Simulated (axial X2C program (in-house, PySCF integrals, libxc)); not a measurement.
# A two-component session on InTi: properties at the nuclei

Aim: properties at the nuclei of InTi, with spin–orbit coupling in the Hamiltonian from the start.

The runs use an in-house X2C program for linear molecules on PySCF integrals; two-component X2C with atomic mean-field terms, In dyall-cv3z, Ti dyall-cv3z.

All values are calculated.

## Step 1: Input

task.json

```json
{"zs": [49, 22], "q": 0, "bas": ["dyall-cv3z", "dyall-cv3z"], "r0": 2.78, "levels": ["PBE0", "HF", "BHandHLYP", "BP86", "PBE"], "nst": 3}
```

Keys: zs atomic numbers; q charge; bas basis sets; r0 starting distance in Å; levels methods (HF also brings MP2); nst determinants followed.

The run is started by

```
python soeom.py task.json out
```

Nuclei are Gaussian, cores are contracted, and the Gaunt term is on.

## Step 2: Expectation values, lowest determinant

R = 2.882 Å. State: Ω = 1/2 (excess of +ω over −ω: ω = 1/2).

Output of the PBE0 run:

```text
two-component X2C + atomic mean field  PBE0
basis functions 245  fitting functions 1303  grid points 5804
iter        total energy     max residual
   1      -6731.575826129     3.06e-05
   2      -6731.575826134     6.13e-05
   3      -6731.575826175     1.41e-05
   4      -6731.575826196     1.34e-05
   5      -6731.575826226     6.26e-06
   6      -6731.575826230     1.95e-06
   7      -6731.575826231     1.97e-06
converged
one-electron -9653.76639180  Coulomb 2930.83864209  exact exchange -49.97234415  xc functional -153.14395156  nuclear repulsion 197.93651401  atomic mean-field constant -3.46829482
```

The highest occupied spinor is 59% In p, 32% Ti s, 3% Ti d.

| level | Eeff magnitude (GV/cm) | Ws magnitude In (kHz) | A∥/gI In (MHz) | qzz In (a.u.) | A∥/gI Ti (MHz) | qzz Ti (a.u.) | μ (D) |
| --- | --- | --- | --- | --- | --- | --- | --- |
| PBE0 | 1.78 | 1.79 | 371 | -3.78 | 372 | 0.05 | 1.12 |
| HF | 12 | 13.4 | 504 | -2.59 | 337 | 0.08 | 2.43 |
| BHandHLYP | 0.0312 | 0.00748 | 71.2 | -3.59 | 954 | 0.17 | 1.09 |
| BP86 | 1.12 | 1.1 | 500 | -2.97 | 375 | 0.05 | 0.64 |
| PBE | 1.06 | 1.03 | 466 | -3.01 | 452 | 0.04 | 0.70 |

Eeff is the effective electric field on the electron dipole moment in this Ω state and Ws the scalar–pseudoscalar constant (defined with the proton number Z and per Ω); A∥ is the parallel hyperfine constant, which follows by multiplying with the nuclear g factor gI = μI/(I μN); qzz is the electric field gradient, eQq0 = 234.96 MHz × Q/barn × qzz; μ is positive if Ti is the positive end. The operators were transformed with the bare-nucleus X2C matrices.

## Step 3: Expectation values, a higher determinant

R = 2.882 Å. State: Ω = 7/2 (excess of +ω over −ω: ω = -1/2, ω = 3/2, ω = 5/2), 0.02 eV above the lowest in the PBE0 search for states (made at or near this distance, with looser thresholds).

Output of the PBE0 run:

```text
two-component X2C + atomic mean field  PBE0
basis functions 245  fitting functions 1303  grid points 5804
iter        total energy     max residual
   1      -6731.575233981     4.19e-05
   2      -6731.575233942     9.85e-05
   3      -6731.575234066     2.90e-05
   4      -6731.575234093     2.24e-05
   5      -6731.575234153     5.95e-06
   6      -6731.575234156     3.22e-06
   7      -6731.575234157     1.51e-06
converged
one-electron -9653.72458186  Coulomb 2930.79512669  exact exchange -49.97219078  xc functional -153.14180741  nuclear repulsion 197.93651401  atomic mean-field constant -3.46829482
```

The highest occupied spinor is 57% In p, 33% Ti s, 5% Ti d.

| level | Eeff magnitude (GV/cm) | Ws magnitude In (kHz) | A∥/gI In (MHz) | qzz In (a.u.) | A∥/gI Ti (MHz) | qzz Ti (a.u.) | μ (D) |
| --- | --- | --- | --- | --- | --- | --- | --- |
| PBE0 | 1.69 | 0.241 | -69.7 | -3.70 | 136 | 0.05 | 1.12 |
| HF | 8.83 | 1.33 | -222 | -2.76 | 201 | 0.01 | 2.48 |
| BHandHLYP | 0.608 | 0.0997 | -145 | -2.48 | 84.1 | 0.26 | 1.06 |
| BP86 | 1.13 | 0.159 | -70.4 | -2.98 | 135 | 0.04 | 0.64 |
| PBE | 1.07 | 0.149 | -65.6 | -3.02 | 124 | 0.03 | 0.70 |

## Step 4: Expectation values, a higher determinant

R = 2.882 Å. State: Ω = 3/2 (excess of +ω over −ω: ω = 3/2), 0.27 eV above the lowest in the PBE0 search for states (made at or near this distance, with looser thresholds).

Output of the PBE0 run:

```text
two-component X2C + atomic mean field  PBE0
basis functions 245  fitting functions 1303  grid points 5804
iter        total energy     max residual
   1      -6731.566071823     4.77e-05
   2      -6731.566072060     6.07e-05
   3      -6731.566072094     7.07e-05
   4      -6731.566072214     2.82e-05
   5      -6731.566072278     2.17e-05
   6      -6731.566072340     1.22e-05
   7      -6731.566072372     4.41e-06
   8      -6731.566072376     2.14e-06
   9      -6731.566072378     2.09e-06
  10      -6731.566072379     9.07e-07
converged
one-electron -9652.94847378  Coulomb 2929.98622562  exact exchange -49.95817135  xc functional -153.11387207  nuclear repulsion 197.93651401  atomic mean-field constant -3.46829482
```

The highest occupied spinor is 51% Ti s, 40% In p, 4% Ti p.

| level | Eeff magnitude (GV/cm) | Ws magnitude In (kHz) | A∥/gI In (MHz) | qzz In (a.u.) | A∥/gI Ti (MHz) | qzz Ti (a.u.) | μ (D) |
| --- | --- | --- | --- | --- | --- | --- | --- |
| PBE0 | 1.09 | 0.467 | -128 | -4.01 | 48.7 | -1.69 | 0.32 |
| HF | 5.66 | 1.95 | 473 | -2.16 | 195 | -1.66 | 1.95 |
| BHandHLYP | 0.774 | 0.281 | 449 | -1.39 | 97.3 | -1.28 | 1.12 |
| BP86 | 0.531 | 0.277 | -122 | -3.38 | 94.9 | -1.74 | 0.23 |
| PBE | 0.57 | 0.289 | -114 | -3.37 | 77.2 | -1.72 | 0.26 |

## Step 5: What came out

| quantity | value |
| --- | --- |
| lowest determinant | Ω = 1/2 (excess of +ω over −ω: ω = 1/2) |
| Eeff magnitude (GV/cm), PBE0 | 1.78 |
| Ws magnitude In (kHz), PBE0 | 1.79 |
| A∥/gI In (MHz), PBE0 | 371 |
| qzz In (a.u.), PBE0 | -3.78 |
| higher determinant | Ω = 7/2 (excess of +ω over −ω: ω = -1/2, ω = 3/2, ω = 5/2) |
| Eeff magnitude (GV/cm), PBE0, higher determinant | 1.69 |
| Ws magnitude In (kHz), PBE0, higher determinant | 0.241 |
| A∥/gI In (MHz), PBE0, higher determinant | -69.7 |
| qzz In (a.u.), PBE0, higher determinant | -3.70 |
| higher determinant | Ω = 3/2 (excess of +ω over −ω: ω = 3/2) |
| Eeff magnitude (GV/cm), PBE0, higher determinant | 1.09 |
| Ws magnitude In (kHz), PBE0, higher determinant | 0.467 |
| A∥/gI In (MHz), PBE0, higher determinant | -128 |
| qzz In (a.u.), PBE0, higher determinant | -4.01 |

**Reading.** In the first state, the effective field runs from 0.0312 to 12 GV/cm over the mean-field levels, so the levels don't agree on it. The expectation values come from single determinants, which for open shells can mix terms of unlike spin or miss the lowest Ω, so a determinant need not be a state. Eeff is the effective electric field on the electron dipole moment in this Ω state and Ws the scalar–pseudoscalar constant (defined with the proton number Z and per Ω); A∥ is the parallel hyperfine constant, which follows by multiplying with the nuclear g factor gI = μI/(I μN); qzz is the electric field gradient, eQq0 = 234.96 MHz × Q/barn × qzz; μ is positive if Ti is the positive end. The operators were transformed with the bare-nucleus X2C matrices. A second determinant lies within 0.1 eV of the first, so their order is not settled at this level.
